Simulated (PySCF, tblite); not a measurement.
# C₃H₁₅BN₂Si: geometry, infrared bands and NMR shifts

Wanted: the infrared bands and NMR shifts of C₃H₁₅BN₂Si (`CC[B@H-](NC)[NH2+][SiH3]`), by calculation.

The runs use tblite 0.8.0 and PySCF 2.14.0, with density-fitted response routines of our own; the level of theory stands in each step. All values are computed, except where a source is named. Atoms count from 0, in the outputs and in this text.

### Step 1. The starting structure

22 atoms, charge 0, multiplicity 1; geometry from: force field or distance geometry start.

Bonds of the start (Å): C0–C1 1.49, C1–B2 1.62, B2–N3 1.52, N3–C4 1.46, B2–N5 1.49, N5–Si6 1.75, C0–H7 1.12, C0–H8 1.12, C0–H9 1.11, C1–H10 1.13, C1–H11 1.09, B2–H12 1.21, N3–H13 1.03, C4–H14 1.10, C4–H15 1.11, C4–H16 1.12, N5–H17 1.05, N5–H18 1.06, Si6–H19 1.47, Si6–H20 1.48, Si6–H21 1.45.

### Step 2. Optimising the geometry with GFN2-xTB

Job settings and geometry (Å):

```
{"job": {"kind": "relax", "xc": "GFN2-xTB", "basis": "xTB"}, "charge": 0, "multiplicity": 1}
C     -2.497600    -0.588600    -0.152800
C     -1.132200    -1.050200    -0.515600
B      0.041800    -0.181000     0.182400
N      0.247000     1.116600    -0.578500
C     -0.619100     2.192800    -0.108400
N      1.206300    -1.113100     0.242700
Si     2.805900    -0.391400     0.250500
H     -2.863600     0.216400    -0.834500
H     -3.181300    -1.459800    -0.332000
H     -2.616800    -0.326700     0.918100
H     -1.016900    -2.071800    -0.049100
H     -0.937400    -1.108000    -1.586500
H     -0.339800     0.064800     1.306800
H      1.206200     1.478900    -0.578300
H     -1.542700     1.826900     0.360200
H     -0.104800     2.828000     0.645400
H     -0.832900     2.862600    -0.980000
H      1.127700    -1.779400    -0.568800
H      1.100400    -1.710200     1.108300
H      3.495000    -0.772900    -0.996300
H      3.572700    -1.048700     1.338300
H      2.871700     1.034100     0.526600
```

The run is started by

```console
$ OMP_NUM_THREADS=1 python probes_run.py task.json out
```

The driver reads the jobs from task.json and runs them one after another.

**Question.** This job is followed by: GFN2-xTB harmonic vibrations, gas phase; GIAO PBE0/pcSseg-1 NMR shielding, non-relativistic, gas phase. What will the session give for the following? strongest single infrared mode (GFN2-xTB); zero-point energy (GFN2-xTB); 13C shifts against TMS (PBE0/pcSseg-1); 1H shifts against TMS (PBE0/pcSseg-1, means over atoms taken as alike); 11B shifts against BF3·OEt2 (PBE0/pcSseg-1); 15N shifts against NH3 (PBE0/pcSseg-1); 29Si shifts against TMS (PBE0/pcSseg-1).

**Answer**, as computed:

```
                                                              quantity                                                      value
                             strongest single infrared mode (GFN2-xTB)                                      1866 cm⁻¹, 502 km/mol
                                          zero-point energy (GFN2-xTB)                                             117.2 kcal/mol
                                13C shifts against TMS (PBE0/pcSseg-1)                                       36.2, 20.9, 13.1 ppm
1H shifts against TMS (PBE0/pcSseg-1, means over atoms taken as alike)  4.80, 2.75, 2.33, 2.01, 1.91, 1.03, 0.71, 0.49, -0.11 ppm
                           11B shifts against BF3·OEt2 (PBE0/pcSseg-1)                                                  -14.1 ppm
                                15N shifts against NH3 (PBE0/pcSseg-1)                                             82.5, 57.9 ppm
                               29Si shifts against TMS (PBE0/pcSseg-1)                                                 -131.4 ppm
```

What this shows: Relaxing lowered the energy by 1.947 eV in 218 steps; the close pair that moved most is N3–Si6, from 3.084 to 2.013 Å. All 60 modes are real, so the xTB geometry is a minimum. The strongest single mode, at 1866 cm⁻¹, moves mainly H20. GFN2-xTB is a fitted tight-binding method: band positions and strengths are rough. Its intensities can rank the bands wrongly. At PBE0/pcSseg-1: The largest span, 217 ppm, is at Si6, where the paramagnetic term is -394 ppm.
